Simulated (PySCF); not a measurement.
**C5H10FNSi: a tour of settings**

Which settings matter for C5H10FNSi (`F[C@H]1C[C@@H](/C=N/[SiH3])C1`), and how do bad ones show?

Programs: PySCF 2.14.0, with density-fitted response routines of our own. Each step states its level of theory. These are calculated values for one molecule in the gas phase, unless marked as measured. Atoms are numbered from 0 throughout.

## Step 1: The molecule as given

18 atoms, charge 0, multiplicity 1; geometry from: GFN2-xTB.

Bonds of the start (Å): F0–C1 1.37, C1–C2 1.53, C2–C3 1.55, C3–C4 1.49, C4–N5 1.25, N5–Si6 1.72, C3–C7 1.55, C7–C1 1.53, C1–H8 1.09, C2–H9 1.09, C2–H10 1.09, C3–H11 1.09, C4–H12 1.10, Si6–H13 1.47, Si6–H14 1.46, Si6–H15 1.46, C7–H16 1.09, C7–H17 1.09.

## Step 2: Shielding tensors: PBE0/pcSseg-1

The job: settings as JSON, then the geometry in Å.

```
{"job": {"kind": "nmr", "xc": "PBE0", "basis": "pcSseg-1"}, "charge": 0, "multiplicity": 1}
F     -3.271631    -0.173363     1.356497
C     -2.578612     0.179330     0.223948
C     -1.398030     1.125268     0.455042
C     -0.509055     0.190892    -0.399400
C      0.811354    -0.163512     0.189786
N      1.879036     0.020259    -0.432113
Si     3.545204    -0.231515    -0.094664
C     -1.614561    -0.885547    -0.304662
H     -3.321125     0.531714    -0.496601
H     -1.509367     2.145972     0.100425
H     -1.101423     1.134202     1.502160
H     -0.367363     0.562377    -1.414032
H      0.761428    -0.586902     1.204005
H      3.876956    -0.830001     1.205090
H      3.970845    -1.112121    -1.178641
H      4.108291     1.112569    -0.188196
H     -1.399268    -1.632306     0.457577
H     -1.891439    -1.381000    -1.231201
```

Method: GIAO PBE0/pcSseg-1 NMR shielding, non-relativistic, gas phase.

Launch:

```bash
$ OMP_NUM_THREADS=1 python probes_run.py task.json out
```

This one command runs all jobs of the session in turn.

Output:

```text
coarse grid: 15408 points
cycle   1  E = -639.9016545866  dE =  9.856e-01  |g| = 6.056e-01  |ddm| = 3.827e+00
cycle   2  E = -639.8116540952  dE =  9.000e-02  |g| = 9.220e-01  |ddm| = 1.322e+00
cycle   3  E = -639.9707128272  dE = -1.591e-01  |g| = 1.412e-01  |ddm| = 8.863e-01
cycle   4  E = -639.9747799797  dE = -4.067e-03  |g| = 4.998e-02  |ddm| = 1.457e-01
cycle   5  E = -639.9752882496  dE = -5.083e-04  |g| = 1.048e-02  |ddm| = 4.656e-02
cycle   6  E = -639.9753061788  dE = -1.793e-05  |g| = 4.241e-03  |ddm| = 1.035e-02
cycle   7  E = -639.9753097865  dE = -3.608e-06  |g| = 5.491e-04  |ddm| = 3.417e-03
final grid: 144288 points
cycle   8  E = -640.0291419646  dE = -4.444e-05  |g| = 8.851e-03  |ddm| = 3.344e-02
cycle   9  E = -640.0291287409  dE =  1.322e-05  |g| = 1.214e-02  |ddm| = 1.819e-02
cycle  10  E = -640.0291604731  dE = -3.173e-05  |g| = 1.071e-03  |ddm| = 1.001e-02
cycle  11  E = -640.0291606510  dE = -1.778e-07  |g| = 2.651e-04  |ddm| = 9.874e-04
cycle  12  E = -640.0291606618  dE = -1.080e-08  |g| = 6.093e-05  |ddm| = 2.398e-04
cycle  13  E = -640.0291606623  dE = -5.532e-10  |g| = 3.002e-05  |ddm| = 7.280e-05
converged SCF energy = -640.0291606623

GIAO shielding tensors (ppm)
atom      isotropic    diamagn.    paramagn.     s11        s22        s33       span
  0 F      351.049     468.948    -117.900    302.851    371.133    379.162     76.311
  1 C      100.629     251.244    -150.615     64.451     80.069    157.366     92.915
  2 C      152.212     249.522     -97.310    134.066    143.571    178.999     44.933
  3 C      149.634     247.309     -97.675    129.539    139.452    179.911     50.372
  4 C        3.552     251.674    -248.122    -88.097      2.029     96.723    184.820
  5 N     -103.952     326.597    -430.549   -452.348   -121.169    261.662    714.010
  6 Si     409.658     880.205    -470.547    362.894    398.353    467.726    104.832
  7 C      152.463     249.506     -97.043    134.988    144.028    178.372     43.383
  8 H       26.602      29.947      -3.345     22.437     27.526     29.844      7.408
  9 H       29.086      30.080      -0.994     25.529     27.029     34.700      9.171
 10 H       29.392      30.576      -1.184     27.184     28.055     32.937      5.754
 11 H       29.179      32.975      -3.796     25.821     28.460     33.256      7.435
 12 H       23.082      31.891      -8.809     21.533     22.216     25.497      3.964
 13 H       26.855      28.851      -1.996     24.099     25.319     31.145      7.046
 14 H       26.718      28.874      -2.156     23.881     25.660     30.615      6.734
 15 H       26.745      28.911      -2.166     23.927     25.680     30.627      6.700
 16 H       29.346      30.534      -1.188     27.163     27.927     32.947      5.783
 17 H       29.090      29.995      -0.906     25.572     26.981     34.717      9.145
```

Wall time 29 s (1 thread of Arm Neoverse V1, shared host); peak memory 0.85 GiB.

The references, computed at this level on geometries of the same kind, shield at (ppm): ¹H TMS 31.72, ¹³C TMS 186.9, ²⁹Si TMS 349.2, ¹⁹F CFCl3 170.9, ¹⁵N NH3 267.7. Their shielding less the atom's gives the shift. The references are single molecules in the gas phase, so shifts against H2O, NH3, PH3, H3PO4 or CFCl3 are not on the usual liquid scales and can be off by tens of ppm. Atoms listed in one row are averaged.

| atoms | environment | σ (ppm) | δ (ppm) | δ scaled to CDCl3 |
| --- | --- | --- | --- | --- |
| C4 | C=N carbon | 3.6 | 183.4 | 177.1 |
| C1 | sp3 CH bonded to F | 100.6 | 86.3 | 82.3 |
| C3 | sp3 CH in a ring | 149.6 | 37.3 | 34.5 |
| C2, C7 | sp3 CH2 in a ring | 152.3 | 34.6 | 31.8 |
| H12 | hydrogen on a C=N carbon | 23.08 | 8.63 | 8.25 |
| H8 | hydrogen on an sp3 CH bonded to F | 26.60 | 5.11 | 4.93 |
| H13, H14, H15 | hydrogen on a silicon bonded to N | 26.77 | 4.94 | – |
| H9, H17 | hydrogen on an sp3 CH2 in a ring | 29.09 | 2.63 | 2.58 |
| H11 | hydrogen on an sp3 CH in a ring | 29.18 | 2.54 | 2.50 |
| H10, H16 | hydrogen on an sp3 CH2 in a ring | 29.37 | 2.35 | 2.32 |
| F0 | fluorine on an sp3 carbon | 351.0 | -180.1 | – |
| N5 | imine nitrogen | -104.0 | 371.7 | – |
| Si6 | silicon bonded to N, 3 H | 409.7 | -60.5 | – |

The scaled column applies a straight-line fit of computed shieldings to shifts measured in CDCl3, and one for carbons that bear F (root-mean-square error 0.16 ppm for H, 1.9 ppm for C).

Charges from the same density, by scheme (e):

| atoms | Mulliken | IAO | Hirshfeld | ESP fit |
| --- | --- | --- | --- | --- |
| F0 | -0.33 | -0.32 | -0.13 | -0.30 |
| C1 | 0.15 | 0.18 | 0.07 | 0.40 |
| C2, C7 | -0.11 | -0.29 | -0.08 | -0.32 |
| C3 | -0.38 | -0.14 | -0.03 | 0.13 |
| C4 | 0.23 | 0.08 | 0.07 | 0.38 |
| N5 | -0.55 | -0.54 | -0.24 | -0.65 |
| Si6 | 0.61 | 0.75 | 0.34 | 0.56 |

Mayer bond orders: F0–C1 0.88, C1–C2 1.03, C2–C3 0.97, C3–C4 0.94, C4–N5 1.93, N5–Si6 0.99, C3–C7 0.97, C7–C1 1.03.

Ring of atoms C1, C2, C3, C7: NICS(0) -1.4, NICS(1) -1.5, NICS(1)zz 2.0 ppm (means of both faces; NICS(1) differs between them: -2.6 and -0.3).

The two faces differ (NICS(1)zz 4.8 and -0.9 ppm).

## Step 3: Excited states and response: PBE0/def2-SVPD

Same as in step 2 but for these lines:

```diff
@@ -1,2 +1,2 @@
-{"job": {"kind": "nmr", "xc": "PBE0", "basis": "pcSseg-1"}, "charge": 0, "multiplicity": 1}
+{"job": {"kind": "uv", "xc": "PBE0", "basis": "def2-SVPD", "nstates": 6, "ntriplets": 2}, "charge": 0, "multiplicity": 1}
 F     -3.271631    -0.173363     1.356497
```

With the program's defaults for keys left out, this is: TDDFT PBE0/def2-SVPD, vertical, gas phase, core orbitals frozen in the response.

Output:

```text
coarse grid: 15408 points
cycle   1  E = -639.6017734949  dE =  9.194e-01  |g| = 5.679e-01  |ddm| = 6.414e+00
cycle   2  E = -639.5099684776  dE =  9.181e-02  |g| = 8.863e-01  |ddm| = 3.132e+00
cycle   3  E = -639.6667266770  dE = -1.568e-01  |g| = 1.318e-01  |ddm| = 2.164e+00
cycle   4  E = -639.6703383725  dE = -3.612e-03  |g| = 4.955e-02  |ddm| = 3.228e-01
cycle   5  E = -639.6708619429  dE = -5.236e-04  |g| = 1.050e-02  |ddm| = 1.101e-01
cycle   6  E = -639.6708804759  dE = -1.853e-05  |g| = 4.141e-03  |ddm| = 2.164e-02
cycle   7  E = -639.6708840496  dE = -3.574e-06  |g| = 4.834e-04  |ddm| = 8.769e-03
final grid: 144288 points
cycle   8  E = -639.7548725343  dE = -4.173e-05  |g| = 8.695e-03  |ddm| = 1.716e-01
cycle   9  E = -639.7548586521  dE =  1.388e-05  |g| = 1.206e-02  |ddm| = 3.593e-02
cycle  10  E = -639.7548905400  dE = -3.189e-05  |g| = 1.032e-03  |ddm| = 2.071e-02
cycle  11  E = -639.7548907297  dE = -1.897e-07  |g| = 2.448e-04  |ddm| = 1.498e-03
cycle  12  E = -639.7548907407  dE = -1.098e-08  |g| = 6.331e-05  |ddm| = 6.215e-04
cycle  13  E = -639.7548907413  dE = -6.057e-10  |g| = 4.398e-05  |ddm| = 2.353e-04
cycle  14  E = -639.7548907417  dE = -4.175e-10  |g| = 8.130e-06  |ddm| = 1.031e-04
converged SCF energy = -639.7548907417

Static polarisability (au): isotropic 95.571, principal 79.219 80.643 126.850

Singlet excitations
state   eV       nm        f      main configurations
  1   4.2103    294.5   0.00019   H->L 0.99
  2   6.0452    205.1   0.03059   H->L+1 0.98
  3   6.8254    181.7   0.02585   H->L+2 0.90
  4   7.0062    177.0   0.11148   H-1->L 0.56, H->L+3 0.23
  5   7.0377    176.2   0.19018   H->L+3 0.69, H-1->L 0.13
  6   7.0896    174.9   0.00041   H-3->L 0.86, H-2->L 0.09

Triplet excitations (Tamm-Dancoff, eV): 3.6180 4.9676
```

Wall time 49 s (1 thread of Arm Neoverse V1, shared host); peak memory 1 GiB.

Frontier orbitals and where they lie:

| orbital | eV | atoms |
| --- | --- | --- |
| HOMO−3 | -9.11 | F0 21 %, C1 17 %, C7 14 % |
| HOMO−2 | -9.09 | F0 22 %, C2 20 %, C1 20 % |
| HOMO−1 | -8.63 | N5 26 %, C4 14 %, Si6 12 % |
| HOMO | -6.97 | N5 55 %, C4 13 %, Si6 10 % |
| LUMO | -0.76 | C4 36 %, N5 32 %, Si6 6 % |
| LUMO+1 | 0.37 | Si6 39 %, C4 11 %, H13 11 % |
| LUMO+2 | 0.74 | C1 16 %, H8 15 %, H17 11 % |

With each of the 6 states as a Gaussian band of 0.4 eV half-width at 1/e, the curve within the window shown has maxima at 177 nm (ε 13,000) L/(mol cm). Beyond the last state computed it falls off for lack of states. The curve at chosen wavelengths:

```json
{"nm": "168", "ε (L/mol/cm)": "5505"}
{"nm": "175", "ε (L/mol/cm)": "12540"}
{"nm": "182", "ε (L/mol/cm)": "10458"}
{"nm": "189", "ε (L/mol/cm)": "4210"}
{"nm": "196", "ε (L/mol/cm)": "1579"}
{"nm": "203", "ε (L/mol/cm)": "1315"}
{"nm": "210", "ε (L/mol/cm)": "1116"}
{"nm": "217", "ε (L/mol/cm)": "639"}
{"nm": "224", "ε (L/mol/cm)": "252"}
{"nm": "231", "ε (L/mol/cm)": "73"}
{"nm": "238", "ε (L/mol/cm)": "17"}
{"nm": "245", "ε (L/mol/cm)": "3"}
{"nm": "252", "ε (L/mol/cm)": "1"}
{"nm": "259", "ε (L/mol/cm)": "1"}
{"nm": "266", "ε (L/mol/cm)": "2"}
{"nm": "273", "ε (L/mol/cm)": "4"}
{"nm": "280", "ε (L/mol/cm)": "6"}
{"nm": "287", "ε (L/mol/cm)": "7"}
{"nm": "294", "ε (L/mol/cm)": "8"}
{"nm": "301", "ε (L/mol/cm)": "7"}
{"nm": "308", "ε (L/mol/cm)": "6"}
{"nm": "315", "ε (L/mol/cm)": "5"}
{"nm": "322", "ε (L/mol/cm)": "3"}
{"nm": "329", "ε (L/mol/cm)": "2"}
{"nm": "336", "ε (L/mol/cm)": "1"}
{"nm": "343", "ε (L/mol/cm)": "1"}
```

Ground-state properties from the same run:

| property | computed |
| --- | --- |
| dipole moment (D) | 0.50 |
| polarisability (Å³) | 14.16 |
| HOMO–LUMO gap (eV) | 6.21 |
| −ε(HOMO) (eV) | 6.97 |

## Step 4: NMR shieldings: LDA/def2-SVP

Same as in step 3 but for these lines:

```diff
@@ -1,2 +1,2 @@
-{"job": {"kind": "uv", "xc": "PBE0", "basis": "def2-SVPD", "nstates": 6, "ntriplets": 2}, "charge": 0, "multiplicity": 1}
+{"job": {"kind": "nmr", "xc": "LDA", "basis": "def2-SVP", "pop": true, "scf": {"conv": 1e-11}}, "charge": 0, "multiplicity": 1}
 F     -3.271631    -0.173363     1.356497
```

With the program's defaults for keys left out, this is: GIAO LDA/def2-SVP NMR shielding, non-relativistic, gas phase.

Output:

```text
final grid: 144288 points
cycle   1  E = -636.0719703831  dE =  7.485e-01  |g| = 6.845e-01  |ddm| = 4.627e+00
cycle   2  E = -635.7872461184  dE =  2.847e-01  |g| = 1.318e+00  |ddm| = 3.404e+00
cycle   3  E = -636.1552060542  dE = -3.680e-01  |g| = 3.211e-01  |ddm| = 2.544e+00
cycle   4  E = -636.1789138660  dE = -2.371e-02  |g| = 7.124e-02  |ddm| = 4.487e-01
cycle   5  E = -636.1800277461  dE = -1.114e-03  |g| = 2.249e-02  |ddm| = 1.200e-01
cycle   6  E = -636.1801363335  dE = -1.086e-04  |g| = 9.495e-03  |ddm| = 3.371e-02
cycle   7  E = -636.1801573990  dE = -2.107e-05  |g| = 1.762e-03  |ddm| = 1.142e-02
cycle   8  E = -636.1801580215  dE = -6.225e-07  |g| = 5.488e-04  |ddm| = 2.721e-03
cycle   9  E = -636.1801580853  dE = -6.376e-08  |g| = 1.206e-04  |ddm| = 9.424e-04
cycle  10  E = -636.1801580885  dE = -3.211e-09  |g| = 4.484e-05  |ddm| = 2.446e-04
cycle  11  E = -636.1801580890  dE = -4.788e-10  |g| = 1.563e-05  |ddm| = 8.406e-05
cycle  12  E = -636.1801580890  dE = -6.412e-11  |g| = 2.194e-06  |ddm| = 2.414e-05
cycle  13  E = -636.1801580890  dE = -2.274e-12  |g| = 7.399e-07  |ddm| = 5.455e-06
converged SCF energy = -636.1801580890

GIAO shielding tensors (ppm)
atom      isotropic    diamagn.    paramagn.     s11        s22        s33       span
  0 F      357.160     460.140    -102.980    307.298    376.094    388.087     80.789
  1 C      109.200     253.668    -144.468     70.824     88.700    168.076     97.252
  2 C      162.311     253.690     -91.380    145.410    152.481    189.041     43.630
  3 C      157.096     249.169     -92.073    135.014    148.153    188.122     53.109
  4 C       16.146     258.803    -242.657    -61.030      4.812    104.657    165.687
  5 N      -76.541     316.353    -392.894   -406.114    -90.123    266.613    672.726
  6 Si     454.905     883.169    -428.264    403.362    448.086    513.268    109.906
  7 C      162.653     253.829     -91.176    146.229    153.264    188.466     42.237
  8 H       26.280      28.768      -2.488     22.254     27.270     29.316      7.062
  9 H       28.905      29.623      -0.718     25.632     26.729     34.354      8.722
 10 H       29.206      32.576      -3.370     27.005     27.926     32.686      5.681
 11 H       29.007      33.710      -4.702     26.076     28.191     32.754      6.678
 12 H       22.511      34.268     -11.758     21.070     21.334     25.128      4.057
 13 H       26.021      28.991      -2.970     23.264     24.278     30.522      7.257
 14 H       26.026      28.966      -2.939     23.282     25.045     29.752      6.470
 15 H       26.055      29.024      -2.968     23.338     25.069     29.759      6.421
 16 H       29.153      32.547      -3.394     26.952     27.811     32.696      5.744
 17 H       28.904      29.532      -0.628     25.675     26.677     34.359      8.683
```

Run time: 26 s. Hardware: 1 thread of Arm Neoverse V1, shared host; peak memory 0.66 GiB.

In short: δ C4 177.2, C1 84.1, C3 36.2, C2 30.8, H12 8.80, H13 5.27 ppm (means over like atoms).

## Step 5: J couplings: B97-D/6-311G**

Same as in step 4 but for these lines:

```diff
@@ -1,2 +1,2 @@
-{"job": {"kind": "nmr", "xc": "LDA", "basis": "def2-SVP", "pop": true, "scf": {"conv": 1e-11}}, "charge": 0, "multiplicity": 1}
+{"job": {"kind": "j", "xc": "B97-D", "basis": "6-311G**", "scf": {"conv": 1e-15, "max_cycle": 52}}, "charge": 1, "multiplicity": 1}
 F     -3.271631    -0.173363     1.356497
```

Level: B97-D/6-311G**.

Output:

```text
RuntimeError: Electron number 69 and spin 0 are not consistent
Note mol.spin = 2S = Nalpha - Nbeta, not 2S+1
```

Run time: 0.03 s. Hardware: 1 thread of Arm Neoverse V1, shared host.

Why it failed: Charge and multiplicity don't fit the number of electrons: an even count needs an odd multiplicity, and the reverse. The remedy is to mend the charge or the multiplicity.

## Step 6: NMR shieldings: PBE0/STO-3G

Same as in step 5 but for these lines:

```diff
@@ -1,2 +1,2 @@
-{"job": {"kind": "j", "xc": "B97-D", "basis": "6-311G**", "scf": {"conv": 1e-15, "max_cycle": 52}}, "charge": 1, "multiplicity": 1}
+{"job": {"kind": "nmr", "xc": "PBE0", "basis": "STO-3G", "pop": false, "scf": {"guess": "vsap"}}, "charge": 0, "multiplicity": 1}
 F     -3.271631    -0.173363     1.356497
```

Level: GIAO PBE0/STO-3G NMR shielding, non-relativistic, gas phase.

Output:

```text
final grid: 144288 points
cycle   1  E = -631.1300081797  dE = -2.062e-01  |g| = 1.763e+00  |ddm| = 5.332e+00
cycle   2  E = -629.2008840331  dE =  1.929e+00  |g| = 2.562e+00  |ddm| = 5.967e+00
cycle   3  E = -632.2155173077  dE = -3.015e+00  |g| = 2.820e-01  |ddm| = 4.287e+00
cycle   4  E = -632.2459900299  dE = -3.047e-02  |g| = 1.234e-01  |ddm| = 6.604e-01
cycle   5  E = -632.2502809432  dE = -4.291e-03  |g| = 4.329e-02  |ddm| = 1.944e-01
cycle   6  E = -632.2507397681  dE = -4.588e-04  |g| = 1.913e-02  |ddm| = 6.758e-02
cycle   7  E = -632.2508419990  dE = -1.022e-04  |g| = 2.387e-03  |ddm| = 2.431e-02
cycle   8  E = -632.2508439575  dE = -1.959e-06  |g| = 5.667e-04  |ddm| = 4.085e-03
cycle   9  E = -632.2508440482  dE = -9.072e-08  |g| = 1.471e-04  |ddm| = 8.237e-04
cycle  10  E = -632.2508440547  dE = -6.492e-09  |g| = 3.145e-05  |ddm| = 2.074e-04
cycle  11  E = -632.2508440550  dE = -3.602e-10  |g| = 3.789e-06  |ddm| = 5.756e-05
converged SCF energy = -632.2508440550

GIAO shielding tensors (ppm)
atom      isotropic    diamagn.    paramagn.     s11        s22        s33       span
  0 F      423.435     451.729     -28.294    383.517    431.015    455.774     72.257
  1 C      170.593     252.742     -82.149    140.111    161.837    209.830     69.719
  2 C      202.751     248.696     -45.946    186.142    199.376    222.735     36.593
  3 C      199.856     245.648     -45.792    186.278    204.595    208.694     22.416
  4 C      113.256     256.529    -143.273     33.035    134.379    172.355    139.320
  5 N        5.586     319.517    -313.930   -428.516     47.408    397.868    826.384
  6 Si     583.916     868.748    -284.833    534.605    571.427    645.715    111.110
  7 C      202.662     248.695     -46.033    186.439    199.128    222.420     35.981
  8 H       30.154      29.144       1.010     25.998     28.526     35.939      9.941
  9 H       31.379      31.507      -0.128     26.648     27.934     39.554     12.906
 10 H       31.244      32.968      -1.724     27.848     28.659     37.226      9.378
 11 H       30.511      33.450      -2.939     24.823     29.153     37.557     12.734
 12 H       25.934      35.140      -9.206     24.754     25.555     27.494      2.740
 13 H       30.329      31.033      -0.705     26.863     27.865     36.259      9.396
 14 H       30.122      30.648      -0.526     26.101     28.572     35.692      9.591
 15 H       30.152      30.704      -0.552     26.131     28.580     35.745      9.614
 16 H       31.186      32.931      -1.745     27.815     28.533     37.212      9.397
 17 H       31.362      31.439      -0.077     26.698     27.868     39.519     12.821
```

Run time: 6.4 s. Hardware: 1 thread of Arm Neoverse V1, shared host.

This run: δ C4 122.9, C1 65.6, C3 36.3, C2 33.5, H12 7.08, H8 2.86 ppm (means over like atoms).

## Step 7: Side by side: NMR shifts

Shifts (ppm) of some atoms, chosen among heavy atoms and hydrogens apart, means over like atoms, with basis size and wall time:

| run | C4 | C1 | H8 | H13 | F0 | N5 | Si6 | functions | time |
| --- | --- | --- | --- | --- | --- | --- | --- | --- | --- |
| PBE0/pcSseg-1 | 183.4 | 86.3 | 5.11 | 4.94 | -180.1 | 371.7 | -60.5 | 193 | 29 s |
| LDA/def2-SVP | 177.2 | 84.1 | 5.03 | 5.27 | -179.6 | 353.1 | -70.5 | 166 | 26 s |
| PBE0/STO-3G | 122.9 | 65.6 | 2.86 | 2.82 | -126.3 | 290.9 | -75.2 | 54 | 6.4 s |

## Step 8: Results

| quantity | value |
| --- | --- |
| ¹³C shifts against TMS (PBE0/pcSseg-1, means over atoms taken as alike) | 183.4, 86.3, 37.3, 34.6 ppm |
| ¹H shifts against TMS (PBE0/pcSseg-1, means over atoms taken as alike) | 8.63, 5.11, 4.94, 2.63, 2.54, 2.35 ppm |
| ¹⁹F shifts against CFCl3 (PBE0/pcSseg-1) | -180.1 ppm |
| ¹⁵N shifts against NH3 (PBE0/pcSseg-1) | 371.7 ppm |
| ²⁹Si shifts against TMS (PBE0/pcSseg-1) | -60.5 ppm |
| lowest singlet (PBE0/def2-SVPD) | 4.21 eV (294 nm), f = 0.000 |
| brightest single state of those computed | state 5, 7.04 eV, f = 0.190 |
| lowest triplet | 3.62 eV |
| range of the shift of N5 | 290.9 to 371.7 ppm |
| property runs in this session | 5, of which 1 failed and 1 gave unsound results |

**Reading.** Single values in the summary come from the first run of each kind that ended normally (PBE0/pcSseg-1; PBE0/def2-SVPD), which need not be the best level. At PBE0/pcSseg-1: The largest span, 714 ppm, is at N5, where the paramagnetic term is -431 ppm. The first singlet state (HOMO→LUMO 0.99) lies at 4.21 eV and is dark; of the 6 states computed, the strongest absorption comes from state 5 at 7.04 eV. The lowest triplet lies 0.59 eV below the lowest singlet (triplets in Tamm-Dancoff, singlets in full TDDFT). States above −ε(HOMO) lie where TDDFT describes them poorly and they hang on the basis; the brightest is among them. Across the 3 runs the shift of N5 moves most, between 290.9 (PBE0/STO-3G) and 371.7 ppm (PBE0/pcSseg-1). A minimal basis is unusable for shieldings, so that end is no result.
